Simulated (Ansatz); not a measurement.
# AlH2Br (SMILES [AlH2][Br]) at 6 levels

Aim: a comparison of 6 runs (PBE0/STO-3G, UPBE/STO-3G, revPBE/STO-3G, RPA@PBE/STO-3G, CCSDTQ/STO-3G, FCI/STO-3G) of AlH2Br. 

The calculation is run with Ansatz 0.2.0.

58 further runs of the same task are left out: 7 that didn't finish, 51 set aside as unsound or not needed.

### 1 The system as given

AlH2Br: 4 atoms, total charge 0, spin state singlet. SMILES: `[AlH2][Br]`. The Br2–Al1 distance was set to 3.385 Å, away from the relaxed value. At this shape a bond of the SMILES string is far longer than usual.

Bond lengths: Al1–H3 1.576 Å, Al1–H4 1.576 Å. Angles: H3–Al1–H4 124.9°.

### 2 The energy at PBE0/STO-3G (run 1)

input.yaml

```yaml
basis:
  gaussian:
    orbitals: STO-3G
crystal:
  periodic: [false, false, false]
  atoms:
    - symbol: Al
      position_ang: [-1.064863, -0.345339, -0.705276]
    - symbol: Br
      position_ang: [1.684900, 0.496600, 1.079700]
    - symbol: H
      position_ang: [-1.478163, -1.865439, -0.734176]
    - symbol: H
      position_ang: [-1.836263, 0.812061, -1.445376]
accuracy: high
hamiltonian:
  xc: pbe0
```

Run with:

```sh
$ ansatz run input.yaml --threads 1 --pin off --max-ram 2610MiB --events-out events.jsonl --progress --plain --runs-dir runs
```

What it wrote:

```text
Warning: RAYON_NUM_THREADS=1 ignored (pool sized by the plan → 1); use --threads N
Functional definition: PBE0
  name "PBE0"
  parameter a = 0.25
  parameter kappa = 0.804
  parameter beta = 0.06672455060314922
  exchange = (1 - a)*pbe_x(kappa = kappa, mu = beta*pi^2/3) + a*exact_x
  correlation = pbe_c(beta = beta)
380 factors; integrals over basis functions are off by at most 3.4e-8 eV
mean field evaluation 1: about -75814.5526 eV, gradient 2.0e1 eV
mean field evaluation 2: about -75732.4999 eV, gradient 6.4e1 eV
mean field evaluation 4: about -75817.9371 eV, gradient 3.1e0 eV
mean field evaluation 8: about -75818.0122 eV, gradient 3.3e-2 eV
mean field evaluation 16: about -75817.9807 eV, gradient 3.0e-6 eV
mean field -75817.98066916 eV, -2786.2593983187 hartree, gradient 1.8e-8 eV, S^2 0.000000; 0 other end points of the search recorded, 0 dependent functions left out
reference -75817.98067056 eV, -2786.2593983700 hartree; 25, 25 occupied and 4, 4 virtual orbitals, 380 factors
Total energy: -75817.98067056 eV, -2786.2593983700 hartree
```

It took 1.4 s on 1 thread of Arm Neoverse V1, shared host; peak memory 0.098 GiB.

### 3 A single-point energy at UPBE/STO-3G (run 2)

molecule.yaml

```yaml
crystal:
  periodic: [false, false, false]
  atoms:
    - {symbol: Al, position_ang: [-1.064863, -0.345339, -0.705276]}
    - {symbol: Br, position_ang: [1.684900, 0.496600, 1.079700]}
    - {symbol: H, position_ang: [-1.478163, -1.865439, -0.734176]}
    - {symbol: H, position_ang: [-1.836263, 0.812061, -1.445376]}
basis:
  gaussian:
    orbitals: STO-3G
magnetization:
  spin_polarized: true
  initial_magnetization: 0
hamiltonian:
  xc: pbe
accuracy: high
```

Run with:

```sh
$ ansatz run molecule.yaml --threads 1 --pin off --max-ram 2610MiB --events-out events.jsonl --progress --plain --runs-dir runs
```

What it wrote:

```text
Warning: RAYON_NUM_THREADS=1 ignored (pool sized by the plan → 1); use --threads N
Functional definition: PBE
  name "PBE"
[... 2 set-up lines as earlier in the session ...]
  exchange = pbe_x(kappa = kappa, mu = beta*pi^2/3)
[... 1 set-up line as earlier in the session ...]
380 factors; integrals over basis functions are off by at most 3.4e-8 eV
mean field evaluation 1: about -75806.4476 eV, gradient 1.8e1 eV
mean field evaluation 2: about -75711.1952 eV, gradient 4.1e1 eV
mean field evaluation 4: about -75729.7847 eV, gradient 4.4e1 eV
mean field evaluation 8: about -75808.5089 eV, gradient 1.3e1 eV
mean field evaluation 16: about -75811.1355 eV, gradient 2.7e-8 eV
mean field evaluation 32: about -75810.1737 eV, gradient 4.0e0 eV
mean field -75811.13545249 eV, -2786.0078412457 hartree, gradient 1.3e-8 eV, S^2 0.000000; 6 other end points of the search recorded, 0 dependent functions left out
reference -75811.13545435 eV, -2786.0078413140 hartree; 25, 25 occupied and 4, 4 virtual orbitals, 380 factors
Total energy: -75811.13545435 eV, -2786.0078413140 hartree
```

Run time: 3.9 s. Hardware: 1 thread of Arm Neoverse V1, shared host; peak memory 0.13 GiB.

Runs 3 to 5 aren't shown in full; the table further down has their settings and results.

### 4 The energy at FCI/STO-3G (run 6)

molecule.yaml

```yaml
crystal:
  periodic: [false, false, false]
  atoms:
    - symbol: Al
      position_ang: [-1.064863, -0.345339, -0.705276]
    - symbol: Br
      position_ang: [1.684900, 0.496600, 1.079700]
    - symbol: H
      position_ang: [-1.478163, -1.865439, -0.734176]
    - symbol: H
      position_ang: [-1.836263, 0.812061, -1.445376]
basis:
  gaussian:
    orbitals: STO-3G
correlation:
  method: fci
  frozen_orbitals: {Al: 5, Br: 9, H: 0}
accuracy: high
```

Run with:

```sh
$ ansatz run molecule.yaml --threads 1 --pin off --max-ram 2610MiB --events-out events.jsonl --progress --plain --runs-dir runs
```

What it wrote:

```text
Warning: RAYON_NUM_THREADS=1 ignored (pool sized by the plan → 1); use --threads N
Functional definition: HF
  name "HF"
  exchange = exact_x
  correlation = 0
380 factors; integrals over basis functions are off by at most 3.4e-8 eV
mean field evaluation 1: about -75773.9466 eV, gradient 1.4e1 eV
mean field evaluation 2: about -75773.9528 eV, gradient 1.4e1 eV
mean field evaluation 4: about -75775.9476 eV, gradient 9.2e-1 eV
mean field evaluation 8: about -75775.9514 eV, gradient 5.2e-5 eV
mean field -75775.95144119 eV, -2784.7148526791 hartree, gradient 2.1e-8 eV, S^2 0.000000; 0 other end points of the search recorded, 0 dependent functions left out; unrestricted orbitals would lower it
mean field evaluation 16: about -75776.3592 eV, gradient 1.4e-1 eV
14 core orbitals not correlated: weight in the atoms' cores, before any rotation towards them, 0.999 or more for the frozen orbitals, at most 0.001 for the correlated occupied ones
reference -75775.95144119 eV, -2784.7148526791 hartree; 11, 11 occupied and 4, 4 virtual orbitals, 380 factors
state -75777.95139497 eV, -2784.7883496248 hartree
Total energy: -75777.95139497 eV, -2784.7883496248 hartree
```

Wall time 6.9 s (1 thread of Arm Neoverse V1, shared host); peak memory 0.2 GiB.

### 5 All runs side by side

```csv
run,level,frozen core orbitals,energy (Eh),wall time
1,PBE0/STO-3G,–,-2786.259398,1.4 s
2,UPBE/STO-3G,–,-2786.007841,3.9 s
3,revPBE/STO-3G,–,-2786.319260,1.5 s
4,RPA@PBE/STO-3G,14,-2784.830900,2.1 s
5,CCSDTQ/STO-3G,14,-2784.788354,19 s
6,FCI/STO-3G,14,-2784.788350,6.9 s
```

### 6 Summary of results

| quantity | value |
| --- | --- |
| run 6: total energy | -2784.78835 Eh |
| run 6: correlation energy (14 core orbitals frozen) | -73.5 mEh |

What this shows: Against full CI in this basis: CCSDTQ -0.0 mEh. Totals of different functionals can't be ranked against each other. In run 5 the log says that unrestricted orbitals would lower the reference, so the values rest on an unstable closed-shell determinant (other closed-shell runs at this shape may share the fault). In runs 1, 2, 3, 4, 5, 6 the basis is minimal, so the values are rough. All runs together took 34 s, the longest 19 s.
